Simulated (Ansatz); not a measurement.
# AlGeH₂ (doublet): the correlation ladder, cc-pVDZ

How much of the correlation energy of AlGeH₂ (doublet) does each wave-function method recover here?

Program: Ansatz 0.2.0, Gaussian basis. Level of theory: cc-pVDZ, core rule «outside noble gas», up to 19 orbitals frozen. These are calculated values, not measurements.

The runs, in order: UHF; CCSD(T) on ROHF; CCSD(T) on UHF; BCCD(T) on ROHF; CISD as a restricted active space (open shells left free, so some higher excitations enter); CCSDT(Q) on ROHF; CCSDT(Q) on UHF; CASSCF and MRCISD+Q, 9 electrons in 10 orbitals; CASSCF and MRCISD+Q(relaxed), 9 electrons in 10 orbitals; CASSCF and NEVPT2, 9 electrons in 10 orbitals.

28 further runs of the same task are left out: 2 for a known fault of the program, 15 that didn't finish, 11 set aside as unsound or not needed. Runs told in other sessions of the task aren't counted.

### Step 1. The system

The geometry is a PBE0/def2-TZVP stationary point (not a proven minimum). No spin-orbit coupling is included. The filled d shell of Ge may be among the frozen orbitals whatever the setting's name suggests.

4 atoms, charge 0, spin multiplicity 2.

Atoms are counted from 1 here; the program's logs count them from 0.

Bond lengths: Ge1–Al2 2.351 Å, Ge1–H3 1.728 Å, Al2–H3 1.913 Å, Al2–H4 1.597 Å. Angles: Al2–Ge1–H3 53.3°, Ge1–Al2–H3 46.4°, Ge1–Al2–H4 161.9°, H3–Al2–H4 115.5°, Ge1–H3–Al2 80.3°.

### Step 2. UHF

File in.yaml:

```yaml
crystal:
  periodic: [false, false, false]
  atoms:
    - {symbol: Ge, position_ang: [0.000000, 0.003318, 0.673029]}
    - {symbol: Al, position_ang: [0.000000, -0.073496, -1.676950]}
    - {symbol: H, position_ang: [0.000000, 1.354593, -0.403542]}
    - {symbol: H, position_ang: [0.000000, 0.373709, -3.209907]}
basis:
  gaussian: {orbitals: cc-pVDZ}
magnetization: {spin_polarized: true, initial_magnetization: 1}
hamiltonian: {xc: hf}
output: {orbitals: {seedname: orbitals}}
```

On the command line:

```console
> ansatz run in.yaml --threads 1 --pin off --events-out ev --progress --plain --max-ram 2393MiB
```

After this run come: CCSD(T) on ROHF; CCSD(T) on UHF; BCCD(T) on ROHF; CISD as a restricted active space (open shells left free, so some higher excitations enter); CCSDT(Q) on ROHF; CCSDT(Q) on UHF; CASSCF and MRCISD+Q, 9 electrons in 10 orbitals; CASSCF and MRCISD+Q(relaxed), 9 electrons in 10 orbitals; CASSCF and NEVPT2, 9 electrons in 10 orbitals.

Q: Predict the results of all the runs planned. Wanted: UCCSDT(Q) from the RHF energy; RMP2 from UCCSDT(Q); UMP2 from UCCSDT(Q); RCCSD from UCCSDT(Q); RCCSD(T) from UCCSDT(Q); UCCSD(T) from UCCSDT(Q); RCCSDT(Q) from UCCSDT(Q); NEVPT2 valence from UCCSDT(Q); MRCISD+Q valence from UCCSDT(Q).

As calculated:

| quantity | value |
| --- | --- |
| UCCSDT(Q) from the ROHF energy | -4.8974 eV |
| RMP2 from UCCSDT(Q) | +1111.8 meV |
| UMP2 from UCCSDT(Q) | +1128.9 meV |
| RCCSD from UCCSDT(Q) | +235.2 meV |
| RCCSD(T) from UCCSDT(Q) | +52.0 meV |
| UCCSD(T) from UCCSDT(Q) | +51.3 meV |
| RCCSDT(Q) from UCCSDT(Q) | +2.1 meV |
| NEVPT2 valence from UCCSDT(Q) | +729.2 meV |
| MRCISD+Q valence from UCCSDT(Q) | +5.2 meV |
| MRCISD+Q(relaxed) valence from UCCSDT(Q) | -22.2 meV |
| levels within 1 kcal/mol (43 meV) | RCCSDT, UCCSDT, RCCSDT(Q), MRCISD+Q valence, MRCISD+Q(relaxed) valence |
| T1 diagnostic | 0.024 |
| effectively unpaired electrons | 1.06 |

RCCSD(T) lands +52.0 meV from the yardstick (1.1 % of the correlation energy). One determinant dominates. Of the multireference levels listed MRCISD+Q valence comes nearest in total energy (+5.2 meV), which doesn't show that its space is the better one. These misses are within one basis, not against nature; the frozen cores of restricted and unrestricted runs differ, which can shift their rows.

With open shells the CI space here admits some higher excitations, so it is larger than plain CISD.
